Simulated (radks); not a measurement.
# P⁺ in [Ne] 3s2 3p2: an all-electron calculation

Aim: the levels, the sizes of the orbitals and the parts of the energy of the phosphorus ion P+.

The numbers are computed with radks (a radial shooting solver on a logarithmic mesh, Libxc functionals) version 1 (non-relativistic Kohn-Sham, BP86, spin-polarised, spherical densities, point nucleus; open shells are filled with parallel spins first), except any that are marked as measured or tabulated.

## Step 1: The atom as given

* element: phosphorus (Z = 15)
* charge: +1
* electrons: 14
* configuration: [Ne] 3s2 3p2

Outer shells as boxes (Hund's rule):

P⁺
```
[Ne] core
3s [↑↓]
3p [↑ ][↑ ][  ]
```

## Step 2: The run

The run's settings:

```text
Z 15
configuration [Ne] 3s2 3p2
relativity non-relativistic
functional b88,p86
spin polarised
nucleus point
```

What does the calculation give?

The runs gave:

```
                        quantity                   value
                    total energy      -340.91686 hartree
exchange-correlation share of it                  6.71 %
                            −T/E                  0.9987
          highest occupied level       3p up, -15.064 eV
    most extended occupied level  3p up, <r> = 2.11 bohr
 radius at density 0.001 e/bohr³               3.81 bohr
    maxima of the radial density                       3
         ionisation energy, NIST   19.769 (semi-emp.) eV
```

What this shows: 3 principal shells are occupied and 3 maxima appear in the radial density. The ratio −T/E is 0.9987; for a non-relativistic Coulomb system it is 1 up to the kinetic part of correlation. Minus the highest eigenvalue, 15.064 eV, is 76 % of the tabulated ionisation energy (19.769 eV); the potential of a semilocal functional falls off too fast, so its top eigenvalue is too shallow. Open shells are spherical and high-spin; term and fine-structure splittings are not resolved.
